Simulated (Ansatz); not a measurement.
# SrAg5: the cost of one run

Computed with Ansatz 0.2.0 (reference: DFT r2SCAN, plane waves, PAW, scalar-relativistic, no spin polarisation, unless a step's input says otherwise).

1 further run of the same task is left out (it didn't finish).

### Step 1. The starting structure

Symmetry: P6/mmm, No. 191, hexagonal system. Conventional cell: a = 5.720 Å, b = 5.720 Å, c = 4.655 Å, α = 90.00°, β = 90.00°, γ = 120.00°. Around Ag (site symmetry -6m2) lie 6 Ag at 2.85 Å. Ag (site symmetry mmm) has 8 Ag at 2.85 to 2.86 Å as nearest neighbours. Sr (site symmetry 6/mmm) has 18 Ag at 3.30 to 3.69 Å as nearest neighbours.

Structure file:

```
Ag Sr
1.0
     5.71959    0.00000    0.00000
    -2.85980    4.95331    0.00000
     0.00000    0.00000    4.65529
Ag Sr
5 1
Direct
  0.33330 0.66670 0.00000
  0.66660 0.33330 0.00000
  0.50000 0.00000 0.50000
  0.50000 0.50000 0.50000
  0.00000 0.50000 0.50000
  0.00000 0.00000 0.00000
```

### Step 2. Reference

input.yaml reads:

```yaml
crystal:
  lattice:
    - [5.71959178, 0.0, 0.0]
    - [-2.85979589, 4.95330758, 0.0]
    - [0.0, 0.0, 4.65529418]
  atoms:
    - { symbol: Ag, position: [0.3333, 0.6667, 0.0] }
    - { symbol: Ag, position: [0.6666, 0.3333, 0.0] }
    - { symbol: Ag, position: [0.5, 0.0, 0.5] }
    - { symbol: Ag, position: [0.5, 0.5, 0.5] }
    - { symbol: Ag, position: [0.0, 0.5, 0.5] }
    - { symbol: Sr, position: [0.0, 0.0, 0.0] }
  symmetry: { tolerance: 0.0003 }
kpoints:
  mp_grid: { grid: [4, 4, 4], shift: [0, 0, 0] }
magnetization:
  spin_polarized: false
scf:
  occupations: { method: fermi_dirac, width: 0.145 }
hamiltonian:
  pseudopotentials: { kind: paw }
  xc: r2scan
basis:
  ecutwfc: 500
output:
  forces: true
  stress: true
  eigenvalues: true
```

The run is started by

```
ansatz run input.yaml --threads 1 --pin off --max-ram 2560MiB --backend cpu --events-out ev --progress --plain --runs-dir out
```

What time and memory should one allow on 1 thread of Arm Neoverse V1, shared host?

About 14 s, with a peak of 0.72 GiB.
